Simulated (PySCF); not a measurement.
# Bi, Bi⁺: ionisation energy in x2c-QZVPPall

Each state of bismuth is computed at each level; their differences give the ionisation energy. How far do the methods differ?

The numbers are computed with PySCF 2.14.0 (unrestricted determinants in a Gaussian basis, no spin-orbit coupling in the energies), except any that are marked as measured or tabulated.

**1. Starting point**

| Quantity | Value |
| --- | --- |
| Element | bismuth (Z = 83) |
| Basis | x2c-QZVPPall (16s10p9d6f1g, 142 functions) |
| Hamiltonian | the spin-free X2C one-electron Hamiltonian (Gaussian nucleus) |
| State 1 | Bi: [Xe] 4f14 5d10 6s2 6p3, high-spin 4S determinant |
| State 2 | Bi⁺: [Xe] 4f14 5d10 6s2 6p2, high-spin 3P determinant |
| Methods | BHandHLYP, BP86 |

Outer shells as boxes (Hund's rule):

Bi [Xe] 4f14 5d10 6s2 6p3
```
[Xe] core
4f [↑↓][↑↓][↑↓][↑↓][↑↓][↑↓][↑↓]
5d [↑↓][↑↓][↑↓][↑↓][↑↓]
6s [↑↓]
6p [↑ ][↑ ][↑ ]
```

Bi+ [Xe] 4f14 5d10 6s2 6p2
```
[Xe] core
4f [↑↓][↑↓][↑↓][↑↓][↑↓][↑↓][↑↓]
5d [↑↓][↑↓][↑↓][↑↓][↑↓]
6s [↑↓]
6p [↑ ][↑ ][  ]
```

The runs were made by one driver on top of PySCF. The scripts below sum up each run's settings (the driver also hands on starting orbitals that pick excited configurations, and frozen orbitals as a list rather than a count), and the logs come from the driver's own runs. The driver starts from symmetry-adapted Hartree-Fock orbitals, holds the occupation by maximum overlap and uses a logarithmic radial grid for functionals, so a plain start would take other cycles.

The integrals over 142 functions and the set-up took 24 s of CPU time.

**2. Bi, method by method**

#### BHandHLYP

File input.py:

```python
from pyscf import gto, scf, dft, mp, cc
import basis_set_exchange as bse
mol = gto.M(atom="Bi 0 0 0", charge=0, spin=3, symmetry="D2h",
            basis=gto.basis.parse(bse.get_basis("x2c-QZVPPall", elements=["Bi"], fmt="nwchem")),
            nucmod="G")
mf = dft.UKS(mol, xc="BHANDHLYP").sfx2c1e()
mf.irrep_nelec = {'Ag': (12, 12), 'B1g': (3, 3), 'B2g': (3, 3), 'B3g': (3, 3), 'Au': (1, 1), 'B1u': (7, 6), 'B2u': (7, 6), 'B3u': (7, 6)}
mf.kernel()
```

#### BP86

input.py differs from the last one in:

```diff
@@ -5,3 +5,3 @@
             nucmod="G")
-mf = dft.UKS(mol, xc="BHANDHLYP").sfx2c1e()
+mf = dft.UKS(mol, xc="B88,P86").sfx2c1e()
 mf.irrep_nelec = {'Ag': (12, 12), 'B1g': (3, 3), 'B2g': (3, 3), 'B3g': (3, 3), 'Au': (1, 1), 'B1u': (7, 6), 'B2u': (7, 6), 'B3u': (7, 6)}
```

**3. Bi⁺**

#### BHandHLYP

File input.py:

```python
from pyscf import gto, scf, dft, mp, cc
import basis_set_exchange as bse
mol = gto.M(atom="Bi 0 0 0", charge=1, spin=2, symmetry="D2h",
            basis=gto.basis.parse(bse.get_basis("x2c-QZVPPall", elements=["Bi"], fmt="nwchem")),
            nucmod="G")
mf = dft.UKS(mol, xc="BHANDHLYP").sfx2c1e()
mf.irrep_nelec = {'Ag': (12, 12), 'B1g': (3, 3), 'B2g': (3, 3), 'B3g': (3, 3), 'Au': (1, 1), 'B1u': (7, 6), 'B2u': (7, 6), 'B3u': (6, 6)}
mf.kernel()
```

#### BP86

input.py differs from the last one in:

```diff
@@ -5,3 +5,3 @@
             nucmod="G")
-mf = dft.UKS(mol, xc="BHANDHLYP").sfx2c1e()
+mf = dft.UKS(mol, xc="B88,P86").sfx2c1e()
 mf.irrep_nelec = {'Ag': (12, 12), 'B1g': (3, 3), 'B2g': (3, 3), 'B3g': (3, 3), 'Au': (1, 1), 'B1u': (7, 6), 'B2u': (7, 6), 'B3u': (6, 6)}
```

Before running it: what results should come out?

As calculated:

| quantity | value |
| --- | --- |
| ionisation energy, Bi | UHF 8.217, BP86 8.691 eV; reference 7.286 |

What this shows: The methods span 0.475 eV, from UHF (8.217) to BP86 (8.691). The reference is uncertain or not like for like (spin-orbit coupling or other relativistic terms), so no ranking of close methods is drawn. All values hold for this basis alone; no basis-set limit was taken.
